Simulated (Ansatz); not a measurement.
# Sc2Si2O7: a short molecular-dynamics run

A trajectory of Sc2Si2O7, a distorted structure with 11 atoms that was not relaxed first: 40 steps of 1 fs under a Langevin thermostat and barostat at 300 K and 0 GPa.

All numbers below are computed with Ansatz 0.2.0 (DFT PBEsol, plane waves, PAW, scalar-relativistic, no spin polarisation).

## 1. The system as given

The cell holds 11 atoms (O7Sc2Si2): a = 5.387 Å, b = 5.434 Å, c = 4.850 Å, α = 79.58°, β = 85.20°, γ = 102.16°.

As a file:

```cif
data_structure
_symmetry_space_group_name_H-M 'P 1'
_symmetry_Int_Tables_number 1
_cell_length_a 5.3866
_cell_length_b 5.4344
_cell_length_c 4.8503
_cell_angle_alpha 79.579
_cell_angle_beta 85.200
_cell_angle_gamma 102.163
_cell_volume 135.41
loop_
_atom_site_label
_atom_site_type_symbol
_atom_site_fract_x
_atom_site_fract_y
_atom_site_fract_z
_atom_site_occupancy
O1 O 0.39097 0.07765 0.78665 1
O2 O 0.91467 0.59660 0.21916 1
O3 O 0.60357 0.92396 0.21346 1
O4 O 0.08056 0.39647 0.78896 1
O5 O 0.99098 0.00034 0.50038 1
O6 O 0.39203 0.39727 0.29024 1
O7 O 0.61054 0.60517 0.71967 1
Sc1 Sc 0.31598 0.69761 0.99763 1
Sc2 Sc 0.68804 0.30450 0.00380 1
Si1 Si 0.22620 0.22627 0.59320 1
Si2 Si 0.76968 0.76820 0.40615 1
```

## 2. Molecular dynamics

input.yaml

```yaml
crystal:
  lattice:
    - [3.378899, 4.192125, 0.156293]
    - [3.418888, -4.222726, -0.113699]
    - [1.051905, -0.149943, -4.732527]
  atoms:
    - { symbol: O, position: [0.390973, 0.077645, 0.786646] }
    - { symbol: O, position: [0.914672, 0.5966, 0.219156] }
    - { symbol: O, position: [0.603568, 0.923962, 0.213457] }
    - { symbol: O, position: [0.080559, 0.396471, 0.788963] }
    - { symbol: O, position: [0.990977, 0.000345, 0.500385] }
    - { symbol: O, position: [0.392032, 0.397273, 0.290242] }
    - { symbol: O, position: [0.610539, 0.605168, 0.719668] }
    - { symbol: Sc, position: [0.315981, 0.697615, 0.997632] }
    - { symbol: Sc, position: [0.688044, 0.304497, 0.0038] }
    - { symbol: Si, position: [0.226205, 0.226272, 0.593202] }
    - { symbol: Si, position: [0.769679, 0.768199, 0.406146] }
kpoints:
  mp_grid: { grid: [3, 3, 3] }
magnetization:
  spin_polarized: false
scf:
  occupations: { method: cold, width: 0.15 }
hamiltonian:
  pseudopotentials: { kind: paw }
  xc: pbesol
basis:
  ecutwfc: 420
md:
  timestep: 1.0
  n_steps: 40
  ensemble: npt_langevin
  temperature: 300.0
  initial_velocities: maxwell_boltzmann
  seed: 771898
  pressure: 0.0
```

The run is started by

```console
> ansatz run input.yaml --threads 2 --pin off --max-ram 2560MiB --backend cpu --events-out ev --progress --plain --runs-dir out
```

What does the calculation give? Wanted: temperature, first and last step; temperature, second half; potential energy, second half; largest change of the conserved energy; volume, first and last step; mean square displacement, second half.

**Answer**, as computed:

```
                              quantity                           value
                                length                40 steps of 1 fs
      temperature, first and last step                   273 and 355 K
              temperature, second half   mean 263 K, from 156 to 385 K
         potential energy, second half      -8 meV/atom from the start
largest change of the conserved energy                   0.18 meV/atom
           volume, first and last step         12.31 and 11.73 Å³/atom
 mean square displacement, second half  O 0.017, Si 0.012, Sc 0.006 Å²
```

**Reading.** Against a set 300 K the second half averages 263 K, going from 222 to 355 K over that half. The conserved energy strays from its start by at most 0.18 meV/atom, 0.5 % of the mean kinetic energy, so a step of 1 fs is short enough over this time. The farthest move is 0.22 Å, and the typical spacing of atoms 1.7 Å: no atom has changed site so far. The volume changes by -4.7 % from first to last step, and is still moving at the end, so it is no equilibrium value. Averages from a run of 40 fs with 11 atoms are rough.
